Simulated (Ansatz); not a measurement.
# Rb2PtTe2: the cost of one run

Method: DFT r²SCAN without U, plane waves, PAW, no spin–orbit coupling unless a run says so, in Ansatz 0.2.0.

## 1. The structure to begin with

The structure is orthorhombic, space group Immm (No. 71). Conventional cell: a = 4.022 Å, b = 8.204 Å, c = 10.752 Å, α = 90.00°, β = 90.00°, γ = 90.00°. Around Pt (site symmetry mmm) lie 4 Te at 2.66 Å. Rb (site symmetry mm2) has 6 Te at 3.65 to 3.78 Å and 2 Pt at 3.79 Å and 2 Rb at 4.02 Å as nearest neighbours. Te (site symmetry m2m) has 2 Pt at 2.66 Å and 6 Rb at 3.65 to 3.78 Å as nearest neighbours.

Coordinates:

```cif
data_structure
_symmetry_space_group_name_H-M 'P 1'
_symmetry_Int_Tables_number 1
_cell_length_a 7.0550
_cell_length_b 7.0550
_cell_length_c 7.0550
_cell_angle_alpha 146.881
_cell_angle_beta 108.895
_cell_angle_gamma 80.714
_cell_volume 177.38
loop_
_atom_site_label
_atom_site_type_symbol
_atom_site_fract_x
_atom_site_fract_y
_atom_site_fract_z
_atom_site_occupancy
Pt1 Pt 0.00000 0.00000 0.00000 1
Rb1 Rb 0.70150 0.20150 0.50000 1
Rb2 Rb 0.29850 0.79850 0.50000 1
Te1 Te 0.21235 0.50000 0.71235 1
Te2 Te 0.78765 0.50000 0.28765 1
```

Magnetic order typed: ferromagnetic.

An earlier series on this cell reached its lowest free state from «random orbitals: single harmonics, first filling», perhaps among other starts (it ended without moments).

## 2. Random orbitals: single harmonics, second filling

input.yaml reads:

```yaml
crystal:
  lattice:
    - [-2.01075288, 4.10214135, 5.3761172]
    - [2.01075288, -4.10214135, 5.3761172]
    - [2.01075288, 4.10214135, -5.3761172]
  atoms:
    - { symbol: Pt, position: [0.0, 0.0, 0.0], spin: 0.3 }
    - { symbol: Rb, position: [0.70150464, 0.20150464, 0.5] }
    - { symbol: Rb, position: [0.29849536, 0.79849536, 0.5] }
    - { symbol: Te, position: [0.21235375, 0.5, 0.71235375] }
    - { symbol: Te, position: [0.78764625, 0.5, 0.28764625] }
basis:
  ecutwfc: 500
  ecutrho_ratio: 4
kpoints:
  mp_grid: { grid: [5, 5, 5] }
hamiltonian:
  xc: r2scan
  hubbard:
    sites:
      - { site: 0, l: d, u_eff: 0.0, starting_ns: [{ spin: up, occupation_matrix: s0up }, { spin: down, occupation_matrix: s0down }] }
    occupation_matrices:
      s0up:
        matrix:
          - [0.97, 0.0, 0.0, 0.0, 0.0]
          - [0.0, 0.02, 0.0, 0.0, 0.0]
          - [0.0, 0.0, 0.97, 0.0, 0.0]
          - [0.0, 0.0, 0.0, 0.97, 0.0]
          - [0.0, 0.0, 0.0, 0.0, 0.97]
      s0down:
        matrix:
          - [0.97, 0.0, 0.0, 0.0, 0.0]
          - [0.0, 0.97, 0.0, 0.0, 0.0]
          - [0.0, 0.0, 0.97, 0.0, 0.0]
          - [0.0, 0.0, 0.0, 0.97, 0.0]
          - [0.0, 0.0, 0.0, 0.0, 0.02]
    ns_hold: { iters: 12 }
scf:
  occupations: { method: gaussian, width: 0.05 }
  lower_state_search: "off"
  max_iter: 150
output:
  forces: true
  stress: true
  eigenvalues: true
  populations: true
  hubbard: { sites: [{ site: 0, l: d }] }
magnetization:
  spin_polarized: true
```

The typed matrices put 0.97 on the chosen orbitals and 0.02 on the others, and are held for 12 cycles.

Launch:

```
$ ansatz run input.yaml --threads 4 --pin off --max-ram 6144MiB --backend cpu --events-out ev --progress --plain --runs-dir out
```

Q: Estimate wall time and peak memory on 4 threads of Intel Xeon 6975P-C (Granite Rapids), shared host.

About 38 s, with a peak of 1.7 GiB.
